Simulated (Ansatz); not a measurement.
**LaGe2Rh2: a single-point run**

Wanted: a converged single-point run for LaGe2Rh2, and a check of what comes out. The structure is shown as the input types it.

Method: DFT, LDA, PAW with Ansatz's default frozen-core files, scalar-relativistic (as first typed), in Ansatz 0.2.0.

**1. The starting structure**

The structure is tetragonal, space group I4/mmm (No. 139). The conventional cell has a = 4.194 Å, b = 4.194 Å, c = 10.607 Å, α = 90.00°, β = 90.00°, γ = 90.00°. La (site symmetry 4/mmm) has 8 Ge at 3.26 Å and 8 Rh at 3.38 Å as nearest neighbours. Ge (site symmetry 4mm) has 4 Rh at 2.46 Å and 1 Ge at 2.71 Å as nearest neighbours. Rh (site symmetry -4m2) is surrounded by 4 Ge at 2.46 Å.

Structure file:

```cif
data_structure
_symmetry_space_group_name_H-M 'I4/mmm'
_symmetry_Int_Tables_number 139
_cell_length_a 4.1943
_cell_length_b 4.1943
_cell_length_c 10.6072
_cell_angle_alpha 90.000
_cell_angle_beta 90.000
_cell_angle_gamma 90.000
_cell_volume 186.60
loop_
_atom_site_label
_atom_site_type_symbol
_atom_site_symmetry_multiplicity
_atom_site_Wyckoff_symbol
_atom_site_fract_x
_atom_site_fract_y
_atom_site_fract_z
_atom_site_occupancy
La1 La 2 a 0.00000 0.00000 0.00000 1
Ge1 Ge 4 e 0.50000 0.50000 0.12789 1
Rh1 Rh 4 d 0.00000 0.50000 0.25000 1
```

**2. The run**

File input.yaml:

```yaml
crystal:
  lattice:
    - [-2.0971309614, 2.0971309614, 5.303591284]
    - [2.0971309614, -2.0971309614, 5.303591284]
    - [2.0971309614, 2.0971309614, -5.303591284]
  atoms:
    - { symbol: La, position: [0.0, 0.0, 0.0] }
    - { symbol: Ge, position: [0.62789118, 0.62789118, 0.0] }
    - { symbol: Ge, position: [0.37210882, 0.37210882, 0.0] }
    - { symbol: Rh, position: [0.75, 0.25, 0.5] }
    - { symbol: Rh, position: [0.25, 0.75, 0.5] }
kpoints:
  mp_grid: { grid: [12, 12, 12] }
  band_path:
    path:
      - [0.0, 0.0, 0.0]
      - [0.0, 0.0, 0.5]
      - [0.25, 0.25, 0.25]
      - [0.0, 0.5, 0.0]
      - [0.0, 0.0, 0.0]
      - [0.5, 0.5, -0.5]
      - [0.289088681, 0.710911319, -0.289088681]
      - [-0.289088681, 0.289088681, 0.289088681]
      - [0.0, 0.0, 0.0]
    npoints: 14
scf:
  occupations: { method: fermi_dirac, width: 0.08 }
  mixing: { algorithm: anderson, beta: 0.001, ndim: 1 }
  max_iter: 100
hamiltonian:
  xc: lda
  pseudopotentials: { kind: paw }
output:
  forces: true
  stress: true
  eigenvalues: true
  efg: { contact_densities: true }
  populations: true
```

On the command line:

```sh
ansatz run input.yaml --threads 2 --pin off --max-ram 6144MiB --backend cpu --events-out ev --progress --plain --runs-dir out
```

**Question.** How will this run end, and is anything wrong with its input?

The program finished normally, with warnings (gradients without spin orbit). That alone doesn't make the input a sound one.

In the input, scf.mixing.algorithm is anderson; scf.mixing.beta is 0.001; scf.mixing.ndim is 1. The risk: mixing too weak. The residual crept for many cycles and then fell at once, which so weak a step can't do by itself: the program changed its mixing. Several mixing settings were changed at once, so this run can't tell how much each is to blame.

The test: delete scf.mixing.algorithm, scf.mixing.beta and scf.mixing.ndim (the default then holds).
